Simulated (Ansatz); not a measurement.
# In7Sb7 wurtzite bond rod (In₇Sb₇): the relaxed shape and its frontier levels

What does In7Sb7 wurtzite bond rod (In₇Sb₇) look like as a singlet, and where do its frontier electrons sit?

The runs use Ansatz 0.2.0, Gaussian basis; RKS PBE0-D4/def2-TZVP.

Plan: relaxation at r2SCAN-D4/def2-SVP; a single point at PBE0-D4/def2-TZVP.

## 1. The system as given

14 atoms, charge 0, spin multiplicity 1.

Atoms are counted from 1 here; the program's logs count them from 0.

Bond lengths: In1–Sb2 2.808 Å, In1–Sb4 2.794 Å, Sb2–In6 2.790 Å, In3–Sb4 2.809 Å, In3–Sb9 2.765 Å, Sb4–In5 2.812 Å, Sb4–In11 2.816 Å, In5–Sb7 2.813 Å, In6–Sb7 2.819 Å, In6–Sb12 2.823 Å, In8–Sb9 2.820 Å, In8–Sb10 2.794 Å, Sb9–In13 2.811 Å, Sb10–In11 2.762 Å, In11–Sb12 2.822 Å, In11–Sb14 2.806 Å, In13–Sb14 2.793 Å. Angles: Sb2–In1–Sb4 109.5°, In1–Sb2–In6 109.4°, Sb4–In3–Sb9 109.8°, In1–Sb4–In3 109.7°, In1–Sb4–In5 109.5°, In1–Sb4–In11 109.1°, In3–Sb4–In5 108.8°, In3–Sb4–In11 109.2°, In5–Sb4–In11 110.5°, Sb4–In5–Sb7 109.1°, Sb2–In6–Sb7 108.9°, Sb2–In6–Sb12 110.2°, Sb7–In6–Sb12 110.1°, In5–Sb7–In6 109.3°, Sb9–In8–Sb10 109.9°, In3–Sb9–In8 110.4°, In3–Sb9–In13 109.5°, In8–Sb9–In13 107.7° and more.

In, Sb take a core potential in the def2 sets. No spin-orbit coupling is included.

The start is a built from a lattice or polyhedron geometry.

## 2. Optimising with r2SCAN-D4/def2-SVP

Input file in.yaml:

```yaml
crystal:
  periodic: [false, false, false]
  atoms:
    - {symbol: In, position_ang: [-1.140300, -3.294500, 0.472600]}
    - {symbol: Sb, position_ang: [-1.165100, -3.293200, 3.280300]}
    - {symbol: In, position_ang: [-1.153600, -0.652600, -3.268100]}
    - {symbol: Sb, position_ang: [-1.141100, -0.660900, -0.459500]}
    - {symbol: In, position_ang: [-3.447600, 0.658900, 0.460400]}
    - {symbol: In, position_ang: [-1.136500, -0.660800, 4.204500]}
    - {symbol: Sb, position_ang: [-3.448300, 0.657500, 3.273700]}
    - {symbol: In, position_ang: [3.432400, -0.642000, -3.258500]}
    - {symbol: Sb, position_ang: [1.104800, 0.633000, -4.211500]}
    - {symbol: Sb, position_ang: [3.430200, -0.658200, -0.464400]}
    - {symbol: In, position_ang: [1.177300, 0.644700, 0.462000]}
    - {symbol: Sb, position_ang: [1.176200, 0.671100, 3.283500]}
    - {symbol: In, position_ang: [1.137800, 3.282100, -3.271100]}
    - {symbol: Sb, position_ang: [1.147100, 3.288400, -0.477900]}
basis:
  gaussian: {orbitals: def2-SVP}
hamiltonian: {xc: r2scan, dispersion: d4}
scf: {lower_state_search: "off"}
output: {orbitals: {seedname: orbitals}}
relax: {f_tol: 0.03, max_steps: 70}
```

Launch:

```bash
> ansatz run in.yaml --threads 2 --pin off --events-out ev --progress --plain --max-ram 31744MiB --backend cuda --devices 0, --max-vram 18GiB
```

Further steps of the session: Single point, PBE0-D4/def2-TZVP.

**Question.** What will the summary of the whole plan be? Wanted: point group; commonest bond; HOMO, LUMO at PBE0-D4/def2-TZVP; dipole at r2SCAN-D4/def2-SVP.

The runs gave:

```
                       quantity                             value
                    point group                                C1
                 commonest bond  In–Sb, 19 of mean length 2.879 Å
HOMO, LUMO at PBE0-D4/def2-TZVP                   -5.10, -3.20 eV
   dipole at r2SCAN-D4/def2-SVP                            1.81 D
```

In words: The relaxation broke 1 and made 9 bonds, so the end is another structure than the start. No usable vibrations, so a minimum isn't proven. The HOMO lies nearest to Sb2 35 %; Sb4, Sb9 about 14 % each and the LUMO to In8 20 %; In11 13 %. Whether this spin is the lowest isn't tested here. The point group is read from a loosely relaxed geometry; soft torsions can leave it below the true symmetry.
